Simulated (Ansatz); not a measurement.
# Li3Bi2: the cost of one run

Program: Ansatz 0.2.0. Level of theory: DFT PBE, scalar-relativistic, plane waves, PAW. These are calculated values, not measurements.

### Step 1. The structure to begin with

The structure is tetragonal, space group P4/mmm (No. 123). Conventional cell: a = 4.653 Å, b = 4.653 Å, c = 4.457 Å, α = 90.00°, β = 90.00°, γ = 90.00°. Around Li (site symmetry 4/mmm) lie 4 Bi at 2.33 Å. Around Li (site symmetry mmm) lie 2 Bi at 2.23 Å. Bi (site symmetry mmm) is surrounded by 4 Li at 2.23 to 2.33 Å.

Structure file:

```
CELL_PARAMETERS angstrom
4.65257 0.00000 0.00000
0.00000 4.65257 0.00000
0.00000 0.00000 4.45717
ATOMIC_POSITIONS crystal
Li 0.50000 0.50000 0.50000
Li 0.00000 0.50000 0.00000
Li 0.50000 0.00000 0.00000
Bi 0.00000 0.50000 0.50000
Bi 0.50000 0.00000 0.50000
```

Recipe of the guess: random cell by space group and Wyckoff sites (P4/mmm, No. 123). Its size is a rough estimate.

### Step 2. A first look at the guess

Contents of input.yaml:

```yaml
crystal:
  lattice:
    - [4.65256698, 0.0, 0.0]
    - [0.0, 4.65256698, 0.0]
    - [0.0, 0.0, 4.45717476]
  atoms:
    - { symbol: Li, position: [0.5, 0.5, 0.5] }
    - { symbol: Li, position: [0.0, 0.5, 0.0] }
    - { symbol: Li, position: [0.5, 0.0, 0.0] }
    - { symbol: Bi, position: [0.0, 0.5, 0.5] }
    - { symbol: Bi, position: [0.5, 0.0, 0.5] }
basis:
  ecutwfc: 420
kpoints:
  mp_grid: { grid: [4, 4, 4] }
hamiltonian:
  xc: pbe
scf:
  occupations: { method: gaussian, width: 0.1 }
  lower_state_search: "off"
output:
  forces: true
  stress: true
  eigenvalues: true
```

Started as:

```sh
ansatz run input.yaml --threads 1 --pin off --max-ram 2048MiB --backend cpu --events-out ev --progress --plain --runs-dir out
```

Q: Estimate wall time and peak memory on 1 thread of Intel Xeon Platinum 8488C (Sapphire Rapids), shared host.

About 1.9 s, with a peak of 0.38 GiB.
